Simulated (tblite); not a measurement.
# C6H8ClNS: the cost of one run

Computed with tblite 0.8.0 and PySCF 2.14.0, with density-fitted response routines of our own, on a single molecule in the gas phase. Atoms are numbered from 0 throughout.

### 1 The molecule as given

17 atoms, charge 0, multiplicity 1; geometry from: force field or distance geometry start.

Bonds of the start (Å): C0–S1 1.82, S1–C2 1.80, C2–C3 1.54, C3–C4 1.51, C4–Cl5 1.76, C4–C6 1.35, C6–C7 1.46, C7–N8 1.15, C0–H9 1.10, C0–H10 1.13, C0–H11 1.11, C2–H12 1.12, C2–H13 1.10, C3–H14 1.10, C3–H15 1.10, C6–H16 1.09.

### 2 Geometry optimisation with GFN2-xTB

What the job is given:

```
{"job": {"kind": "relax", "xc": "GFN2-xTB", "basis": "xTB"}, "charge": 0, "multiplicity": 1}
C      3.162100     0.629200    -0.670800
S      2.388300    -0.916800    -0.104300
C      0.793400    -0.605200     0.680400
C     -0.211500    -0.096600    -0.365600
C     -1.549100     0.166900     0.293400
Cl    -1.712300     1.377500     1.558500
C     -2.630000    -0.516900    -0.125600
C     -3.924000    -0.263700     0.492100
N     -4.964000    -0.075300     0.954000
H      4.261500     0.572500    -0.575900
H      2.817100     1.442300     0.032400
H      2.898500     0.852500    -1.721000
H      0.940600     0.207900     1.435600
H      0.421400    -1.504700     1.198000
H      0.179200     0.868400    -0.734800
H     -0.335200    -0.859400    -1.150200
H     -2.543100    -1.266500    -0.907200
```

On the command line:

```
OMP_NUM_THREADS=1 python probes_run.py task.json out
```

One launch serves the whole session: the jobs run in the order shown.

**Question.** How long does this first job take on 1 thread of Intel Xeon Platinum 8259CL at 2.50GHz, shared host, and how much memory does it need?

About 1.8 s, with a peak of 0.18 GiB.
